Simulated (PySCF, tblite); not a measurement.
# C₃H₁₁NOSi₃: geometry, infrared bands, NMR shifts and electronic excitations, part 2 of 2

tblite 0.8.0 and PySCF 2.14.0. Atoms count from 0. The steps go on from the part before.

## 6. Excited states and response: CAM-B3LYP/def2-SVPD

What the job is given:

```
{"job": {"kind": "uv", "xc": "CAM-B3LYP", "basis": "def2-SVPD", "ip": true}, "charge": 0, "multiplicity": 1}
C     -2.938809    -0.498708    -0.438034
C     -2.237931     0.056184     0.799310
Si    -0.540790    -0.707269     1.119055
Si     0.819860    -0.355987    -0.761567
C      0.384958     1.374120    -1.332892
N      0.048196     2.447995    -1.617231
O      2.431403    -0.411248    -0.414392
Si     3.772937     0.435955     0.093031
H     -2.372140    -0.281468    -1.358380
H     -3.067154    -1.591313    -0.381822
H     -3.938331    -0.055698    -0.566785
H     -2.851099    -0.102212     1.703034
H     -2.098660     1.147078     0.709355
H      0.147285    -0.068745     2.285105
H     -0.641459    -2.179715     1.374301
H      0.538666    -1.236503    -1.928353
H      4.577163    -0.456285     0.973741
H      3.350930     1.649724     0.853269
H      4.583958     0.841403    -1.090318
```

Level: TDDFT CAM-B3LYP/def2-SVPD, vertical, gas phase, core orbitals frozen in the response.

The program printed:

```text
coarse grid: 17104 points
cycle   1  E = -1118.6089288464  dE =  4.221e-01  |g| = 8.172e-01  |ddm| = 5.642e+00
cycle   2  E = -1118.4420202345  dE =  1.669e-01  |g| = 1.255e+00  |ddm| = 2.354e+00
cycle   3  E = -1118.7504813195  dE = -3.085e-01  |g| = 1.184e-01  |ddm| = 1.288e+00
cycle   4  E = -1118.7523856845  dE = -1.904e-03  |g| = 8.421e-02  |ddm| = 1.968e-01
cycle   5  E = -1118.7537950855  dE = -1.409e-03  |g| = 2.029e-02  |ddm| = 1.061e-01
cycle   6  E = -1118.7538947562  dE = -9.967e-05  |g| = 3.754e-03  |ddm| = 2.980e-02
cycle   7  E = -1118.7538986260  dE = -3.870e-06  |g| = 8.655e-04  |ddm| = 7.849e-03
final grid: 150696 points
cycle   8  E = -1118.9137149796  dE = -2.218e-05  |g| = 3.128e-03  |ddm| = 5.535e-02
cycle   9  E = -1118.9137150286  dE = -4.903e-08  |g| = 3.220e-03  |ddm| = 9.199e-03
cycle  10  E = -1118.9137176034  dE = -2.575e-06  |g| = 3.196e-04  |ddm| = 3.673e-03
cycle  11  E = -1118.9137176178  dE = -1.447e-08  |g| = 2.176e-04  |ddm| = 6.032e-04
cycle  12  E = -1118.9137176273  dE = -9.507e-09  |g| = 4.112e-05  |ddm| = 2.664e-04
cycle  13  E = -1118.9137176277  dE = -3.329e-10  |g| = 2.412e-05  |ddm| = 7.756e-05
converged SCF energy = -1118.9137176277

Static polarisability (au): isotropic 121.785, principal 107.004 123.175 135.178

Singlet excitations
state   eV       nm        f      main configurations
  1   5.8310    212.6   0.01680   H->L 0.91
  2   6.7230    184.4   0.06467   H->L+1 0.79
  3   6.9252    179.0   0.00864   H-5->L 0.20, H-6->L 0.12, H-3->L 0.10
  4   7.2605    170.8   0.01158   H-2->L 0.46, H-5->L+1 0.14
  5   7.2924    170.0   0.00280   H-1->L 0.20, H-2->L 0.19, H-5->L 0.10
  6   7.3712    168.2   0.04111   H-6->L+1 0.20, H-1->L 0.18, H-5->L+1 0.12
  7   7.4151    167.2   0.00872   H-1->L 0.33, H-3->L 0.19, H-5->L+1 0.11
  8   7.5233    164.8   0.02782   H->L+3 0.27, H->L+2 0.19, H-1->L 0.12
  9   7.6202    162.7   0.19379   H->L+2 0.27, H->L+3 0.18, H->L+4 0.13
 10   7.7244    160.5   0.04899   H->L+2 0.20, H->L+5 0.15, H-6->L 0.11

Triplet excitations (Tamm-Dancoff, eV): 5.3084 5.6488 5.9680 6.2888
Vertical ionisation energy (delta-SCF) = 9.9868 eV
Vertical electron affinity (delta-SCF) = -0.3365 eV
```

Wall time 12 min (1 thread of Arm Neoverse N1, shared host); peak memory 1.3 GiB.

The orbitals next to the gap, with their largest atomic shares:

```csv
orbital,eV,atoms
HOMO−3,-10.94,"Si7 26 %, H18 19 %, O6 18 %"
HOMO−2,-10.73,"O6 30 %, Si7 24 %, H16 18 %"
HOMO−1,-10.37,"C1 28 %, Si2 24 %, C0 14 %"
HOMO,-9.38,"Si2 22 %, Si3 21 %, O6 16 %"
LUMO,-0.23,"Si3 23 %, C4 15 %, N5 13 %"
LUMO+1,0.48,"N5 21 %, C4 20 %, Si3 19 %"
LUMO+2,1.01,"Si7 16 %, Si3 14 %, Si2 11 %"
```

With each of the 10 states as a Gaussian band of 0.4 eV half-width at 1/e, the curve within the window shown has maxima at 212 nm (ε 700), 164 nm (ε 13,000) L/(mol cm). Beyond the last state computed it falls off for lack of states. The curve at chosen wavelengths:

(nm, ε (L/mol/cm)): (155, 4358), (158, 8052), (162, 12003), (165, 12397), (168, 10641), (171, 7997), (175, 5142), (178, 4046), (181, 3579), (185, 3189), (188, 2742), (191, 2158), (194, 1567), (198, 981), (201, 749), (204, 667), (207, 669), (211, 700), (214, 692), (217, 641), (221, 520), (224, 412), (227, 306), (230, 216), (234, 124), (237, 78)

Further results of this job:

```csv
property,computed
dipole moment (D),3.01
polarisability (Å³),18.05
HOMO–LUMO gap (eV),9.15
−ε(HOMO) (eV),9.38
```

## 7. NMR shieldings: WP04/pcSseg-1

Settings changed since step 6:

```diff
@@ -1,2 +1,2 @@
-{"job": {"kind": "uv", "xc": "CAM-B3LYP", "basis": "def2-SVPD", "ip": true}, "charge": 0, "multiplicity": 1}
+{"job": {"kind": "nmr", "xc": "WP04", "basis": "pcSseg-1", "pop": false}, "charge": 0, "multiplicity": 1}
 C     -2.938809    -0.498708    -0.438034
```

Level: GIAO WP04/pcSseg-1 NMR shielding, non-relativistic, gas phase.

The program printed:

```text
coarse grid: 17104 points
cycle   1  E = -1134.5441608751  dE =  4.142e-01  |g| = 1.271e+00  |ddm| = 4.010e+00
cycle   2  E = -1133.5075857926  dE =  1.037e+00  |g| = 2.502e+00  |ddm| = 3.006e+00
cycle   3  E = -1134.8088696866  dE = -1.301e+00  |g| = 4.302e-01  |ddm| = 2.504e+00
cycle   4  E = -1134.8346249444  dE = -2.576e-02  |g| = 2.835e-01  |ddm| = 3.911e-01
cycle   5  E = -1134.8495832254  dE = -1.496e-02  |g| = 1.089e-01  |ddm| = 2.133e-01
cycle   6  E = -1134.8521904740  dE = -2.607e-03  |g| = 1.707e-02  |ddm| = 8.761e-02
cycle   7  E = -1134.8522562684  dE = -6.579e-05  |g| = 4.916e-03  |ddm| = 1.787e-02
cycle   8  E = -1134.8522619637  dE = -5.695e-06  |g| = 9.289e-04  |ddm| = 4.603e-03
final grid: 150696 points
cycle   9  E = -1134.9262360324  dE = -3.417e-05  |g| = 8.437e-03  |ddm| = 2.909e-02
cycle  10  E = -1134.9262150300  dE =  2.100e-05  |g| = 1.296e-02  |ddm| = 1.585e-02
cycle  11  E = -1134.9262514096  dE = -3.638e-05  |g| = 1.681e-03  |ddm| = 1.047e-02
cycle  12  E = -1134.9262519186  dE = -5.089e-07  |g| = 4.147e-04  |ddm| = 1.481e-03
cycle  13  E = -1134.9262519427  dE = -2.412e-08  |g| = 2.483e-04  |ddm| = 3.997e-04
cycle  14  E = -1134.9262519542  dE = -1.157e-08  |g| = 1.019e-04  |ddm| = 1.772e-04
cycle  15  E = -1134.9262519564  dE = -2.145e-09  |g| = 1.808e-05  |ddm| = 6.913e-05
cycle  16  E = -1134.9262519565  dE = -7.890e-11  |g| = 3.383e-06  |ddm| = 1.582e-05
converged SCF energy = -1134.9262519565

GIAO shielding tensors (ppm)
atom      isotropic    diamagn.    paramagn.     s11        s22        s33       span
  0 C      158.318     248.148     -89.831    150.629    153.118    171.206     20.577
  1 C      167.183     257.008     -89.825    159.060    165.651    176.838     17.777
  2 Si     391.785     886.636    -494.850    363.992    369.567    441.797     77.806
  3 Si     379.454     883.445    -503.991    292.580    399.294    446.488    153.907
  4 C       48.434     269.022    -220.588    -72.783    -69.014    287.098    359.881
  5 N     -104.467     340.224    -444.691   -300.635   -293.528    280.761    581.396
  6 O      323.400     403.221     -79.820    278.144    321.837    370.219     92.075
  7 Si     381.542     879.621    -498.079    346.398    358.585    439.644     93.245
  8 H       30.795      33.483      -2.687     26.167     30.702     35.517      9.350
  9 H       30.723      29.668       1.055     26.856     28.893     36.421      9.565
 10 H       30.160      26.854       3.306     25.713     27.425     37.344     11.631
 11 H       30.733      29.652       1.081     26.033     28.823     37.343     11.309
 12 H       30.482      35.461      -4.979     27.289     28.407     35.749      8.460
 13 H       28.213      33.379      -5.165     25.138     26.705     32.797      7.659
 14 H       28.338      32.107      -3.769     25.270     26.753     32.990      7.720
 15 H       26.899      30.594      -3.695     23.539     26.156     31.001      7.461
 16 H       27.409      28.050      -0.641     24.171     25.633     32.423      8.252
 17 H       27.219      30.474      -3.256     23.957     26.511     31.187      7.230
 18 H       27.306      27.295       0.010     24.081     25.544     32.292      8.210
```

Run time: 75 s. Hardware: 1 thread of Arm Neoverse N1, shared host; peak memory 1 GiB.

In short: δ C4 124.0, C0 14.1, C1 5.3, Si3 -40.8, H15 4.67, H16 4.25 ppm (means over like atoms).

## 8. Comparing the runs: NMR shifts

Shifts (ppm) of some atoms, chosen among heavy atoms and hydrogens apart, means over like atoms, with basis size and wall time:

```csv
run,C4,H15,H16,Si7,Si3,Si2,N5,functions,time
PBE0/pcSseg-1,127.4,5.52,5.04,-33.5,-34.3,-64.7,373.0,212,79 s
WP04/pcSseg-1,124.0,4.67,4.25,-42.9,-40.8,-53.1,351.4,212,75 s
```

## 9. Outcome

The summary covers parts 1 to 2.

| quantity | value |
| --- | --- |
| strongest single infrared mode (GFN2-xTB) | 1100 cm⁻¹, 728 km/mol |
| zero-point energy (GFN2-xTB) | 79.3 kcal/mol |
| point group | C1 |
| rotational constants (main isotopes) | 1.84, 0.63, 0.53 GHz |
| ¹³C shifts against TMS (PBE0/pcSseg-1) | 127.4, 12.2, 2.0 ppm |
| ¹H shifts against TMS (PBE0/pcSseg-1, means over atoms taken as alike) | 5.52, 5.04, 3.94, 3.80, 1.13, 1.01, 0.90 ppm |
| ²⁹Si shifts against TMS (PBE0/pcSseg-1) | -33.5, -34.3, -64.7 ppm |
| ¹⁵N shifts against NH3 (PBE0/pcSseg-1) | 373.0 ppm |
| ¹⁷O shifts against H2O (PBE0/pcSseg-1) | -2.7 ppm |
| lowest singlet (CAM-B3LYP/def2-SVPD) | 5.83 eV (213 nm), f = 0.017 |
| brightest single state of those computed | state 9, 7.62 eV, f = 0.194 |
| lowest triplet | 5.31 eV |
| vertical ionisation energy (ΔSCF) | 9.99 eV |
| vertical electron affinity (ΔSCF) | -0.34 eV (unbound: the value hangs on the basis) |
| range of the shift of N5 | 351.4 to 373.0 ppm |

What this shows: The optimisation took 227 steps and gained 1.095 eV; among the close pairs (by a distance rule), Si2–Si3 changed most, from 2.207 to 2.311 Å (GFN2-xTB). The lowest mode is imaginary (27i cm⁻¹), so the xTB geometry is not a minimum. The strongest single mode, at 1100 cm⁻¹, moves mainly O6. Unscaled tight-binding wavenumbers are off by several per cent, some by more. Its intensities can rank the bands wrongly. Over 11 steps the energy fell by 0.346 eV; of the close pairs, Si3–O6 changed most, 1.599 to 1.649 Å (PBE0/def2-SVP). At PBE0/pcSseg-1: The largest span, 571 ppm, is at N5, where the paramagnetic term is -446 ppm. The first singlet state (HOMO→LUMO 0.91) lies at 5.83 eV and is weak; of the 10 states computed, the strongest absorption comes from state 9 at 7.62 eV. The lowest triplet lies 0.52 eV below the lowest singlet (triplets in Tamm-Dancoff, singlets in full TDDFT). ΔSCF puts the ionisation energy at 9.99 eV, 0.61 eV above −ε(HOMO). In ppm, N5 moves most: its shift spreads over 21.7 ppm, from 351.4 (WP04/pcSseg-1) to 373.0 (PBE0/pcSseg-1). Most of that comes from the computed reference, not from the atom's own shielding.
